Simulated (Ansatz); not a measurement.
# Y2C: the cost of one run

Program: Ansatz 0.2.0. Level of theory: DFT r2SCAN, scalar-relativistic, plane waves, PAW. These are calculated values, not measurements.

## 1. The structure to begin with

It takes space group R-3m (No. 166, trigonal). Conventional cell: a = 3.620 Å, b = 3.620 Å, c = 18.351 Å, α = 90.00°, β = 90.00°, γ = 120.00°. Y (site symmetry 3m) is surrounded by 3 C at 2.48 Å. C (site symmetry -3m) has 6 Y at 2.48 Å as nearest neighbours.

Structure file:

```
CELL_PARAMETERS angstrom
1.81013 1.04508 6.11692
-1.81013 1.04508 6.11692
0.00000 -2.09016 6.11692
ATOMIC_POSITIONS crystal
Y 0.73975 0.73975 0.73975
Y 0.26025 0.26025 0.26025
C 0.00000 0.00000 0.00000
```

Source of the structure: the Materials Project (structure only).

(A quick probe on a coarse mesh, which set the mesh and smearing, is not shown.)

## 3. Full relaxation

input.yaml reads:

```yaml
crystal:
  lattice:
    - [1.8101330064, 1.0450807785, 6.1169218509]
    - [-1.8101330064, 1.0450807785, 6.1169218509]
    - [0.0, -2.090161557, 6.1169218509]
  atoms:
    - { symbol: "Y", position: [0.73974582, 0.73974582, 0.73974582] }
    - { symbol: "Y", position: [0.26025418, 0.26025418, 0.26025418] }
    - { symbol: C, position: [0.0, 0.0, 0.0] }
basis:
  ecutwfc: 500
kpoints:
  mp_grid: { grid: [15, 15, 15] }
hamiltonian:
  xc: r2scan
scf:
  occupations: { method: gaussian, width: 0.1 }
output:
  forces: true
  stress: true
  eigenvalues: true
relax:
  adjacent_minimum: "off"
  f_tol: 0.005
  max_steps: 80
  cell: { stress_tol: 0.05 }
```

What time and memory should one allow on 1 thread of an x86-64 CPU, shared host?

About 2.1 min, with a peak of 0.9 GiB.
